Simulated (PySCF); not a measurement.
**[Gd(SH)2]+: how settings move a single point**

Aim: repeat the single point on relaxed [Gd(SH)2]+ with altered settings, some of them bad on purpose. The structure is generated, not taken from experiment.

The runs use PySCF 2.14.0; BP86, Gd lcecp-1-SVP with ECP53, S def2-SVP, H def2-SVP; scalar-relativistic core potentials, no spin–orbit coupling.

3 further runs of the same task are left out: 2 for a known fault of the program, 1 that didn't finish.

### Step 1. The system as given

5 atoms, charge 1, spin multiplicity 1.

Bond lengths: Gd1–S2 2.518 Å, Gd1–S4 2.518 Å, S2–H3 1.369 Å, S4–H5 1.369 Å. Angles: S2–Gd1–S4 110.0°, Gd1–S2–H3 98.2°, Gd1–S4–H5 98.2°.

Geometry (Å):

```xyz
5
GdH2S2
Gd   -0.0052   -1.4894    0.4190
S    -0.0003    0.4589    2.0144
H     0.0038    1.4689    1.0909
S    -0.0003   -0.6586   -1.9582
H     0.0038    0.6847   -1.6967
```

Formal oxidation states: Gd +3. Each metal's 7 4f electrons lie in its core potential, so multiplicities, spins and levels count the valence alone. An earlier session relaxed this geometry at BP86, Gd lcecp-1-SVP with ECP53, S def2-SVP, H def2-SVP (singlet, point group C2v).

The sound run used a (50, 194) grid (finer on f atoms), a threshold of 1e-8 and at most 55 cycles, and ended at -833.224771 Eh.

### Step 2. Try 1

run.py (the lines that set the calculation) reads:

```python
mol = gto.M(atom='''
Gd    -0.00521    -1.48944     0.41901
S     -0.00035     0.45894     2.01439
H      0.00377     1.46889     1.09089
S     -0.00035    -0.65864    -1.95821
H      0.00377     0.68467    -1.69673''',
    basis={'Gd': 'lcecp-1-SVP', 'S': 'def2-SVP', 'H': 'def2-SVP'},
    ecp={'Gd': 'lcecp-1-SVP'},
    charge=1, spin=0)
mf = dft.RKS(mol, xc='B88,P86')
mf.grids.atom_grid = (50, 194)  # f atoms: unpruned, at least (60, 302)
mf = mf.density_fit()  # fitting sets: Gd AutoAux, S def2-universal-JKFIT, H def2-universal-JKFIT
mf.conv_tol = 1e-08; mf.max_cycle = 55
mf.kernel(dm0)  # dm0: smeared density
```

Run with:

```console
OMP_NUM_THREADS=2 python run.py
```

The log of the run:

```text
init E= -833.134383500526
  HOMO = -0.425493004383634  LUMO = -0.297304094719839  gap/eV = 3.48820
cycle= 1 E= -833.209042957533  delta_E= -0.0747  |g|= 0.185  |ddm|= 0.413
  HOMO = -0.393818829549099  LUMO = -0.332685686669565  gap/eV = 1.66352
cycle= 2 E= -832.929244304728  delta_E= 0.28  |g|= 0.897  |ddm|= 1.48
  HOMO = -0.405504627982524  LUMO = -0.297912791873736  gap/eV = 2.92772
cycle= 3 E= -833.223919594968  delta_E= -0.295  |g|= 0.0494  |ddm|= 1.11
  HOMO = -0.410221311694577  LUMO = -0.299668489642245  gap/eV = 3.00830
cycle= 4 E= -833.224623353832  delta_E= -0.000704  |g|= 0.0183  |ddm|= 0.0551
  HOMO = -0.40973925927911  LUMO = -0.298157809434378  gap/eV = 3.03629
cycle= 5 E= -833.22476815475  delta_E= -0.000145  |g|= 0.00265  |ddm|= 0.0257
  HOMO = -0.409819034594201  LUMO = -0.297963467134237  gap/eV = 3.04375
cycle= 6 E= -833.224771135829  delta_E= -2.98e-06  |g|= 0.000604  |ddm|= 0.00414
  HOMO = -0.409851752026548  LUMO = -0.297951656112224  gap/eV = 3.04496
cycle= 7 E= -833.224771252659  delta_E= -1.17e-07  |g|= 0.000248  |ddm|= 0.00103
  HOMO = -0.40985979175387  LUMO = -0.297955222022833  gap/eV = 3.04508
cycle= 8 E= -833.224771274055  delta_E= -2.14e-08  |g|= 7.91e-05  |ddm|= 0.000455
  HOMO = -0.409861554437122  LUMO = -0.2979566461705  gap/eV = 3.04509
cycle= 9 E= -833.224771276493  delta_E= -2.44e-09  |g|= 1.28e-05  |ddm|= 0.000135
  HOMO = -0.409861401259878  LUMO = -0.297956595018939  gap/eV = 3.04508
Extra cycle  E= -833.224771276353  delta_E= 1.41e-10  |g|= 2.27e-05  |ddm|= 4.98e-05
converged SCF energy = -833.224771276353
```

It took 5 s on 2 threads of Intel Xeon at 2.80GHz (Skylake/Cascade Lake), shared host.

Changed: the starting guess (smeared density). It converges in 9 cycles, at the sound run's energy within 0.001 eV, with a largest force component of 0.01 eV/Å. The result survives the change.

### Step 3. Try 2

run.py (the lines that set the calculation), as its differences from that of step 2:

```diff
@@ -8,7 +8,7 @@
     ecp={'Gd': 'lcecp-1-SVP'},
-    charge=1, spin=0)
-mf = dft.RKS(mol, xc='B88,P86')
+    charge=1, spin=3)
+mf = dft.UKS(mol, xc='B88,P86')
 mf.grids.atom_grid = (50, 194)  # f atoms: unpruned, at least (60, 302)
 mf = mf.density_fit()  # fitting sets: Gd AutoAux, S def2-universal-JKFIT, H def2-universal-JKFIT
-mf.conv_tol = 1e-08; mf.max_cycle = 55
-mf.kernel(dm0)  # dm0: smeared density
+mf.conv_tol = 1e-08; mf.max_cycle = 83
+mf.kernel(dm0)  # dm0: free metal ions and neutral atoms
```

Run with:

```console
OMP_NUM_THREADS=2 python run.py
```

The log of the run:

```text
RuntimeError: Electron number 44 and spin 3 are not consistent
Note mol.spin = 2S = Nalpha - Nbeta, not 2S+1
```

Hardware: 2 threads of Intel Xeon at 2.80GHz (Skylake/Cascade Lake), shared host.

Changed: the spin (3 unpaired electrons); the cycle limit is 83. The program refuses it: the number of electrons and the spin don't fit.

### Step 4. Try 3

run.py (the lines that set the calculation), as its differences from that of step 3:

```diff
@@ -8,7 +8,7 @@
     ecp={'Gd': 'lcecp-1-SVP'},
-    charge=1, spin=3)
-mf = dft.UKS(mol, xc='B88,P86')
+    charge=1, spin=0)
+mf = dft.RKS(mol, xc='B88,P86')
 mf.grids.atom_grid = (50, 194)  # f atoms: unpruned, at least (60, 302)
 mf = mf.density_fit()  # fitting sets: Gd AutoAux, S def2-universal-JKFIT, H def2-universal-JKFIT
-mf.conv_tol = 1e-08; mf.max_cycle = 83
+mf.conv_tol = 1e-06; mf.max_cycle = 55
 mf.kernel(dm0)  # dm0: free metal ions and neutral atoms
```

Run with:

```console
OMP_NUM_THREADS=2 python run.py
```

The log of the run:

```text
init E= -833.539947066402
  HOMO = -0.485582856503696  LUMO = -0.332022139386436  gap/eV = 4.17860
cycle= 1 E= -833.148748839501  delta_E= 0.391  |g|= 0.466  |ddm|= 2.46
  HOMO = -0.354636665661082  LUMO = -0.313803196803776  gap/eV = 1.11114
cycle= 2 E= -832.543973854523  delta_E= 0.605  |g|=  1.4  |ddm|= 2.33
  HOMO = -0.393827686625576  LUMO = -0.262897877053193  gap/eV = 3.56278
cycle= 3 E= -833.181698959491  delta_E= -0.638  |g|= 0.312  |ddm|= 2.06
  HOMO = -0.406566480859792  LUMO = -0.302408389167742  gap/eV = 2.83429
cycle= 4 E= -833.219826170897  delta_E= -0.0381  |g|= 0.111  |ddm|= 0.652
  HOMO = -0.409664877839863  LUMO = -0.299738263750407  gap/eV = 2.99126
cycle= 5 E= -833.224560191018  delta_E= -0.00473  |g|= 0.0215  |ddm|= 0.129
  HOMO = -0.409528361833104  LUMO = -0.298123260135236  gap/eV = 3.03149
cycle= 6 E= -833.224761635328  delta_E= -0.000201  |g|= 0.00475  |ddm|= 0.031
  HOMO = -0.409790445460928  LUMO = -0.297940828223042  gap/eV = 3.04358
cycle= 7 E= -833.224770577011  delta_E= -8.94e-06  |g|= 0.00142  |ddm|= 0.00727
  HOMO = -0.409852780589088  LUMO = -0.297943678927381  gap/eV = 3.04520
cycle= 8 E= -833.224771274188  delta_E= -6.97e-07  |g|= 7.56e-05  |ddm|= 0.00188
  HOMO = -0.409863132338331  LUMO = -0.297970660603052  gap/eV = 3.04475
Extra cycle  E= -833.224771265782  delta_E= 8.41e-09  |g|= 0.000157  |ddm|= 0.000363
converged SCF energy = -833.224771265782
```

Run time: 4.6 s. Hardware: 2 threads of Intel Xeon at 2.80GHz (Skylake/Cascade Lake), shared host.

Changed: the SCF threshold (1e-06). It converges in 8 cycles, at the sound run's energy within 0.001 eV, with a largest force component of 0.01 eV/Å. The result survives the change.

### Step 5. Try 4

run.py (the lines that set the calculation), as its differences from that of step 4:

```diff
@@ -10,5 +10,5 @@
 mf = dft.RKS(mol, xc='B88,P86')
-mf.grids.atom_grid = (50, 194)  # f atoms: unpruned, at least (60, 302)
+mf.grids.atom_grid = (40, 110)  # f atoms: unpruned
 mf = mf.density_fit()  # fitting sets: Gd AutoAux, S def2-universal-JKFIT, H def2-universal-JKFIT
-mf.conv_tol = 1e-06; mf.max_cycle = 55
+mf.conv_tol = 1e-08; mf.max_cycle = 55
 mf.kernel(dm0)  # dm0: free metal ions and neutral atoms
```

Run with:

```console
OMP_NUM_THREADS=2 python run.py
```

The log of the run:

```text
init E= -833.538807678802
  HOMO = -0.485499690142086  LUMO = -0.332001304600319  gap/eV = 4.17690
cycle= 1 E= -833.147731033336  delta_E= 0.391  |g|= 0.465  |ddm|= 2.46
  HOMO = -0.354692697187374  LUMO = -0.313849788106791  gap/eV = 1.11139
cycle= 2 E= -832.542240490137  delta_E= 0.605  |g|=  1.4  |ddm|= 2.33
  HOMO = -0.393804157263448  LUMO = -0.262923768102332  gap/eV = 3.56144
cycle= 3 E= -833.180688733817  delta_E= -0.638  |g|= 0.311  |ddm|= 2.06
  HOMO = -0.406565228217436  LUMO = -0.302413261940306  gap/eV = 2.83412
cycle= 4 E= -833.218728674668  delta_E= -0.038  |g|= 0.111  |ddm|= 0.651
  HOMO = -0.409661590877585  LUMO = -0.299722765960363  gap/eV = 2.99159
cycle= 5 E= -833.22346903429  delta_E= -0.00474  |g|= 0.0215  |ddm|= 0.129
  HOMO = -0.409523016844672  LUMO = -0.298104495322544  gap/eV = 3.03185
cycle= 6 E= -833.223670373372  delta_E= -0.000201  |g|= 0.00474  |ddm|= 0.031
  HOMO = -0.409785735135595  LUMO = -0.297921240866947  gap/eV = 3.04399
cycle= 7 E= -833.223679293425  delta_E= -8.92e-06  |g|= 0.00144  |ddm|= 0.00728
  HOMO = -0.409846037090269  LUMO = -0.297923576693814  gap/eV = 3.04557
cycle= 8 E= -833.223679982236  delta_E= -6.89e-07  |g|= 0.000213  |ddm|= 0.00198
  HOMO = -0.409854114019182  LUMO = -0.297931456442714  gap/eV = 3.04557
cycle= 9 E= -833.223679991714  delta_E= -9.48e-09  |g|= 0.000149  |ddm|= 0.000542
  HOMO = -0.409856788431871  LUMO = -0.297936375232563  gap/eV = 3.04551
cycle= 10 E= -833.223680000799  delta_E= -9.08e-09  |g|= 1.34e-05  |ddm|= 0.000236
  HOMO = -0.409854960979294  LUMO = -0.297938099061459  gap/eV = 3.04541
Extra cycle  E= -833.223680000385  delta_E= 4.13e-10  |g|= 3.39e-05  |ddm|= 7.08e-05
converged SCF energy = -833.223680000385
```

Wall time 3.7 s (2 threads of Intel Xeon at 2.80GHz (Skylake/Cascade Lake), shared host).

Changed: the integration grid, to (40, 110). It converges in 10 cycles, +0.030 eV from the sound run, with a largest force component of 0.13 eV/Å. The setting is unsound, so these numbers aren't the compound's.

### Step 6. Side by side

| run | changed | ending | energy change (eV) | cycles | time | usable |
| --- | --- | --- | --- | --- | --- | --- |
| 1 | the starting guess | converged | 0.000 | 9 | 5 s | yes |
| 2 | the spin | refused | – | – | 0 s | no |
| 3 | the SCF threshold | converged | 0.000 | 8 | 4.6 s | yes |
| 4 | the integration grid | converged | +0.030 | 10 | 3.7 s | no |

2 of 4 altered runs give a usable result. 1 ended normally with numbers unfit to quote.
